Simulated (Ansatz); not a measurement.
Geometry optimisation, DFT PBE, scalar-relativistic, plane waves, PAW (Ansatz).

input.yaml

```yaml
crystal:
  lattice:
    - [7.67918, 0.0, 0.0]
    - [3.83959, 6.650365, 0.0]
    - [0.0, 0.0, 16.418765]
  atoms:
    - { symbol: H, position: [0.16666666, 0.16666666, 0.06090592] }
    - { symbol: H, position: [0.66666664, 0.16666666, 0.06090592] }
    - { symbol: H, position: [0.16666666, 0.66666663, 0.06090592] }
    - { symbol: H, position: [0.66666664, 0.66666663, 0.06090592] }
    - { symbol: Si, position: [0.16666666, 0.16666666, 0.1522648] }
    - { symbol: Si, position: [0.66666664, 0.16666666, 0.1522648] }
    - { symbol: Si, position: [0.16666666, 0.66666663, 0.1522648] }
    - { symbol: Si, position: [0.66666664, 0.66666663, 0.1522648] }
    - { symbol: Si, position: [-0.16666666, 0.33333332, 0.2] }
    - { symbol: Si, position: [0.33333332, 0.33333332, 0.2] }
    - { symbol: Si, position: [-0.16666666, 0.83333329, 0.2] }
    - { symbol: Si, position: [0.33333332, 0.83333329, 0.2] }
    - { symbol: Si, position: [-0.16666666, 0.33333332, 0.34320559] }
    - { symbol: Si, position: [0.33333332, 0.33333332, 0.34320559] }
    - { symbol: Si, position: [-0.16666666, 0.83333329, 0.34320559] }
    - { symbol: Si, position: [0.33333332, 0.83333329, 0.34320559] }
    - { symbol: Si, position: [0.0, 0.0, 0.39094079] }
    - { symbol: Si, position: [0.49999998, 0.0, 0.39094079] }
    - { symbol: Si, position: [0.0, 0.49999997, 0.39094079] }
    - { symbol: Si, position: [0.49999998, 0.49999997, 0.39094079] }
    - { symbol: F, position: [0.16666666, 0.66666663, 0.37205995], spin: 1.0 }
magnetization:
  spin_polarized: true
basis:
  ecutwfc: 420.0
kpoints:
  mp_grid: { grid: [2, 2, 1] }
hamiltonian:
  xc: pbe
  pseudopotentials: { kind: paw, azcp: { folder: soft_1 } }
scf:
  occupations: { method: gaussian, width: 0.02 }
  lower_state_search: "off"
relax:
  f_tol: 0.03
  max_steps: 60
  adjacent_minimum: "off"
  constraints: [{ sites: [0, 1, 2, 3, 4, 5, 6, 7] }]
output:
  write_density: true
  write_potential: true
  elf: true
  volumetric_format: npy
```

Command:

```bash
$ ansatz run input.yaml --threads 2 --pin off --max-ram 5120MiB --backend cpu --events-out ev --progress --plain --runs-dir out
```

Where does it end, and by what steps?

The run converged. Limits of this set-up: coarse k mesh, thin slab, slab without dipole correction, a typed lattice constant that wasn't relaxed here. After 9 steps the energy has fallen by 1.000 eV; F21 moved furthest, 1.17 Å.

```tsv
step	energy less start (eV)	largest force component (eV/Å)	accepted
0	0.0000	1.060	yes
1	-0.2632	0.534	yes
2	-0.4574	0.735	yes
3	-0.6219	0.683	yes
4	-0.7708	0.485	yes
5	-0.8824	0.509	yes
6	-0.9686	0.306	yes
7	-0.9874	0.230	yes
8	-0.9995	0.050	yes
9	-1.0000	0.017	yes
```

```xyz
21
Lattice="7.6792 0.0000 0.0000 3.8396 6.6504 0.0000 0.0000 0.0000 16.4188" Properties=species:S:1:pos:R:3
H 1.920 1.108 1.000
H 5.759 1.108 1.000
H 3.840 4.434 1.000
H 7.679 4.434 1.000
Si 1.920 1.108 2.500
Si 5.759 1.108 2.500
Si 3.840 4.434 2.500
Si 7.679 4.434 2.500
Si 0.000 2.217 3.214
Si 3.840 2.215 3.267
Si 1.918 5.543 3.267
Si 5.761 5.543 3.267
Si 0.000 2.217 5.585
Si 3.840 2.168 5.699
Si 1.877 5.567 5.699
Si 5.802 5.567 5.699
Si 0.000 0.023 6.259
Si 3.840 0.000 6.501
Si 1.900 3.314 6.259
Si 5.779 3.314 6.259
F 3.840 4.434 4.935
```

Whether the end is a true minimum wasn't checked by a vibrational analysis.

The run took 2.7 min on 2 threads of Arm Neoverse V2, with other jobs on the host, peak memory 1.2 GiB.
